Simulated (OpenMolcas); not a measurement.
# Co⁴⁺ among point charges: CASSCF and CASPT2 levels and susceptibility

How does a field of 6 point charges split the states of Co⁴⁺, and what χT follows?

The numbers are computed with OpenMolcas 26.06 (state-averaged CASSCF and CASPT2, spin-orbit coupling by RASSI with atomic mean-field integrals), except any that are marked as measured or tabulated.

### Step 1. What is computed

| Item | Value |
| --- | --- |
| Species | Co⁴⁺ (cobalt, Z = 27, 23 electrons) |
| Basis | ANO-RCC-VDZP [5s4p2d1f], 34 functions |
| Scalar Hamiltonian | DKH2, point nucleus |
| Inactive shells | 1s 2s 2p 3s 3p |
| Active space | 5 electrons in 5 orbitals (3d) |
| Some configurations of this space | 3d5 |
| Orbitals | optimised for each spin and parity, averaged over all roots |

Outer shells as boxes (Hund's rule):

3d5
```
3d [↑ ][↑ ][↑ ][↑ ][↑ ]
```

The ion sits among 6 point charges of -2 e arranged as an octahedron (Oh), 1.91 Å from the ion.

Each step is its own input file, run in one work folder so that later steps find the files of earlier ones. Labels, J, g values, rates, χT and fits are worked out afterwards by a script from the matrices that RASSI stores. The input lists half of the charges; inversion (Group=XYZ) makes the rest.

### Step 2. One- and two-electron integrals

File a.inp:

```
&GATEWAY
Coord
1

Co 0.0 0.0 0.0
Basis=ANO-RCC-VDZP
Group=XYZ
NoMove
AngMom=0.0 0.0 0.0
AMFI
XField
3 Angstrom 0
1.910000 0.000000 0.000000 -2.000000
0.000000 1.910000 0.000000 -2.000000
0.000000 0.000000 1.910000 -2.000000
&SEWARD
```

Started as:

```
$ OMP_NUM_THREADS=1 MOLCAS_MEM=1689 MOLCAS_PROJECT=a pymolcas a.inp > a.log
```

Standard output:

```text
Basis set label: CO.ANO-RCC...5S4P2D1F.

      Electronic valence basis set:
      ------------------
      Associated Effective Charge  27.000000 au
      Associated Actual Charge     27.000000 au
      Nuclear Model: Point charge

      Shell  nPrim  nBasis  Cartesian Spherical Contaminant
         s      21       5        X
         p      15       4        X
         d      10       2                 X
         f       6       1                 X
                  Relativistic Douglas-Kroll-Hess integrals:
                    - DKH order of Hamiltonian: 2
                    - DKH order of Properties : 0
                  Atomic mean-field integrals
```

### Step 3. CASSCF: sextets of even parity, 1 root

File a.inp:

```
&RASSCF
FileOrb=start.orb
Symmetry=1
Spin=6
nActEl=5 0 0
Inactive=3 6
Ras2=5 0
CIRoot=1 1 1
SDav=1
CIMx=300
Iter=120 100
PrWF=0.3
OrbListing=Nothing
MaxOrb=0
>>> COPY $Project.JobIph JOB001
```

start.orb holds the contracted functions of the basis, ordered by shell, or the orbitals of the step before.

Standard output, shortened:

```text
[...]
      Number of active orbitals                  5
[...]
      Spin quantum number                      2.5
[...]
      Active orbitals                            5   0
[...]
      Number of CSFs                             1
      Number of root(s) required                 1
[...]
      Convergence after  8 iterations
[...]
      Natural orbitals and occupation numbers for root  1
      sym 1:   1.000000   1.000000   1.000000   1.000000   1.000000
::    RASSCF root number  1 Total energy:  -1401.33586764
```

### Step 4. Reference wave functions, quartets of even parity, 24 roots

File a.inp:

```
&RASSCF
FileOrb=start.orb
Symmetry=1
Spin=4
nActEl=5 0 0
Inactive=3 6
Ras2=5 0
CIRoot=24 24 1
SDav=24
CIMx=300
Iter=120 100
PrWF=0.3
OrbListing=Nothing
MaxOrb=0
>>> COPY $Project.JobIph JOB002
```

Standard output, shortened:

```text
[...]
      Number of active orbitals                  5
[...]
      Spin quantum number                      1.5
[...]
      Active orbitals                            5   0
[...]
      Number of CSFs                            24
      Number of root(s) required                24
[...]
      Convergence after  7 iterations
[...]
      Natural orbitals and occupation numbers for root  1
      sym 1:   1.405842   1.167182   0.586350   1.006104   0.834523
      Natural orbitals and occupation numbers for root  2
      sym 1:   1.011656   1.117063   0.540826   1.449946   0.880509
      Natural orbitals and occupation numbers for root  3
      sym 1:   1.502539   0.491388   1.015210   0.931563   1.059300
::    RASSCF root number  1 Total energy:  -1401.14678337
::    RASSCF root number  2 Total energy:  -1401.14678337
::    RASSCF root number  3 Total energy:  -1401.14678337
[...]
::    RASSCF root number 21 Total energy:  -1401.01137152
::    RASSCF root number 22 Total energy:  -1401.01137152
::    RASSCF root number 23 Total energy:  -1401.01137152
::    RASSCF root number 24 Total energy:  -1401.01087946
```

### Step 5. Reference wave functions, doublets of even parity, 75 roots

File a.inp:

```
&RASSCF
FileOrb=start.orb
Symmetry=1
Spin=2
nActEl=5 0 0
Inactive=3 6
Ras2=5 0
CIRoot=75 75 1
SDav=75
CIMx=300
Iter=120 100
PrWF=0.3
OrbListing=Nothing
MaxOrb=0
>>> COPY $Project.JobIph JOB003
```

Standard output, shortened:

```text
[...]
      Number of active orbitals                  5
[...]
      Spin quantum number                      0.5
[...]
      Active orbitals                            5   0
[...]
      Number of CSFs                            75
      Number of root(s) required                75
[...]
      Convergence after  7 iterations
[...]
      Natural orbitals and occupation numbers for root  1
      sym 1:   1.338004   0.668689   0.592852   1.336547   1.063908
      Natural orbitals and occupation numbers for root  2
      sym 1:   1.342951   0.595202   0.659769   1.051614   1.350464
      Natural orbitals and occupation numbers for root  3
      sym 1:   1.344505   0.595389   0.658862   1.351082   1.050161
::    RASSCF root number  1 Total energy:  -1401.06558315
::    RASSCF root number  2 Total energy:  -1401.06558315
::    RASSCF root number  3 Total energy:  -1401.06558315
[...]
::    RASSCF root number 27 Total energy:  -1401.00012977
::    RASSCF root number 28 Total energy:  -1401.00012977
::    RASSCF root number 29 Total energy:  -1400.99856350
::    RASSCF root number 30 Total energy:  -1400.99856350
```

### Step 6. State interaction with spin-orbit coupling

File a.inp:

```
&RASSI
NrOfJobIphs=3 1 24 75
1
1 2 3 4 5 6 7 8 9 10 11 12 13 14 15 16 17 18 19 20 21 22 23 24
1 2 3 4 5 6 7 8 9 10 11 12 13 14 15 16 17 18 19 20 21 22 23 24 25 26 27
28 29 30 31 32 33 34 35 36 37 38 39 40 41 42 43 44 45 46 47 48 49 50 51
52 53 54 55 56 57 58 59 60 61 62 63 64 65 66 67 68 69 70 71 72 73 74 75
IphNames
JOB001
JOB002
JOB003
EJob
SpinOrbit
DIPRint=1.0
SOCoupling=1000.0
Subsets=2
Property=9
'ANGMOM' 1 'ANGMOM' 2 'ANGMOM' 3 'MLTPL  1' 1 'MLTPL  1' 2 'MLTPL  1' 3
'AMFI' 1 'AMFI' 2 'AMFI' 3
SOProperty=3
'ANGMOM' 1 'ANGMOM' 2 'ANGMOM' 3
```

Started as:

```
$ OMP_NUM_THREADS=1 MOLCAS_MEM=1689 MOLCAS_PROJECT=a pymolcas a.inp > a.log
```

Standard output, shortened:

```text
SPIN-FREE ENERGIES:
  (Shifted by EMIN (a.u.) =      -1401.3358676401)
 SF State       Relative EMIN(au)   Rel lowest level(eV)    D:o, cm**(-1)      L_eff
     1             0.0000000000        0.0000000000              0.0000         0.0
     2             0.1890842722        5.1452451629          41499.2009         3.8
     3             0.1890842722        5.1452451629          41499.2009         3.8
     4             0.1890842722        5.1452451629          41499.2009         3.8
     5             0.1918964137        5.2217674313          42116.3946         4.0
     6             0.1918964137        5.2217674313          42116.3946         4.0
     7             0.1918964137        5.2217674313          42116.3946         4.0
     8             0.1927264333        5.2443534161          42298.5629         4.0
     9             0.1927264333        5.2443534161          42298.5629         4.0
    10             0.1930359593        5.2527760486          42366.4960         4.0
[...]
Eigenvalues of complex Hamiltonian:
   -----------------------------------
  (Shifted by EMIN (a.u.) =      -1401.3358676401)
 SO State       Relative EMIN(au)   Rel lowest level(eV)    D:o, cm**(-1)     J-value
     1            -0.0002313949        0.0000000000              0.0000         2.0
     2            -0.0002313949        0.0000000000              0.0000         2.0
     3            -0.0002313915        0.0000000910              0.0007         2.0
     4            -0.0002313915        0.0000000910              0.0007         2.2
     5            -0.0002313915        0.0000000910              0.0007         1.7
     6            -0.0002313915        0.0000000910              0.0007         1.9
     7             0.1885876103        5.1380268799          41440.9816         3.4
     8             0.1885876103        5.1380268799          41440.9816         3.4
     9             0.1887067844        5.1412697733          41467.1373         3.4
    10             0.1887067844        5.1412697733          41467.1373         3.4
    11             0.1887067844        5.1412697733          41467.1373         3.5
[...]
```

These steps took 20 s in all on 1 thread, shared host.

Spin-free states, with their symmetry labels:

| state | degeneracy | E (cm-1) | free-ion L (%) |
| --- | --- | --- | --- |
| 6A1 | 1 | 0 | S (100) |
| 4T1 | 3 | 41499 | G (90) |
| 4T2 | 3 | 42116 | G (100) |
| 4E | 2 | 42299 | G (100) |
| 4A1 | 1 | 42366 | G (100) |
| 4T1 | 3 | 49654 | P (90) |
| 4T2 | 3 | 52244 | D (99) |
| 4E | 2 | 52628 | D (100) |
| 2T2 | 3 | 59321 | I (92) |
| 2A2 | 1 | 59614 | I (94) |
| 2T1 | 3 | 59818 | I (96) |
| 2T2 | 3 | 59897 | I (97) |
| 2E | 2 | 60039 | I (99) |
| 2A1 | 1 | 60318 | I (100) |
| 2T2 | 3 | 66528 | D (64) |
| 2E | 2 | 67903 | D (93) |
| 2T1 | 3 | 69565 | F (94) |
| 2A2 | 1 | 70041 | F (94) |
| 4T1 | 3 | 70571 | F (100) |
| 2T2 | 3 | 70776 | F (58) |
| 4T2 | 3 | 71219 | F (98) |
| 4A2 | 1 | 71327 | F (100) |
| 2T1 | 3 | 73686 | H (92) |
| 2E | 2 | 74030 | H (77) |

With spin-orbit coupling:

| E (cm-1) | Degeneracy | Label | 2S+1 | g |
| --- | --- | --- | --- | --- |
| 0.0 | 6 |  | 6 |  |
| 41441 | 2 | Γ7 | 4 | 2.21 2.21 2.21 |
| 41467 | 4 | Γ8 | 4 |  |
| 41495 | 4 | Γ8 | 4 |  |
| 41553 | 2 | Γ6 | 4 | 2.85 2.85 2.85 |
| 42008 | 2 | Γ7 | 4 | 1.69 1.69 1.69 |
| 42086 | 4 | Γ8 | 4 |  |
| 42156 | 2 | Γ6 | 4 | 4.29 4.29 4.29 |
| 42166 | 4 | Γ8 | 4 |  |
| 42289 | 2 | Γ7 | 4 | 2.18 2.18 2.18 |
| 42294 | 4 | Γ8 | 4 |  |
| 42311 | 2 | Γ6 | 4 | 1.25 1.25 1.25 |
| 42367 | 4 | Γ8 | 4 |  |
| 49255 | 4 | Γ8 | 4 |  |
| 49302 | 2 | Γ7 | 4 | 2.58 2.58 2.58 |
| 49413 | 4 | Γ8 | 4 |  |
| 49598 | 2 | Γ6 | 4 | 2.62 2.62 2.62 |
| 52160 | 2 | Γ6 | 4 | 2.27 2.27 2.27 |
| 52299 | 4 | Γ8 | 4 |  |
| 52414 | 2 | Γ7 | 4 | 4.37 4.37 4.37 |
| 52505 | 4 | Γ8 | 4 |  |
| 52709 | 2 | Γ6 | 4 | 0.99 0.99 0.99 |
| 52867 | 4 | Γ8 | 4 |  |
| 52917 | 2 | Γ7 | 4 | 2.43 2.43 2.43 |

The table of states holds 24 of 43 computed; the rest, higher up, is left out. Principal g values are given for doublets only; a zero marks a field direction without first-order Zeeman splitting.

Powder χT (cm³ K/mol): 4.39 at 2 K, 4.39 at 5 K, 4.39 at 10 K, 4.39 at 20 K, 4.39 at 50 K, 4.39 at 100 K, 4.39 at 150 K, 4.39 at 200 K, 4.39 at 250 K, 4.39 at 300 K.

(Part 1 of 2 ends here.)
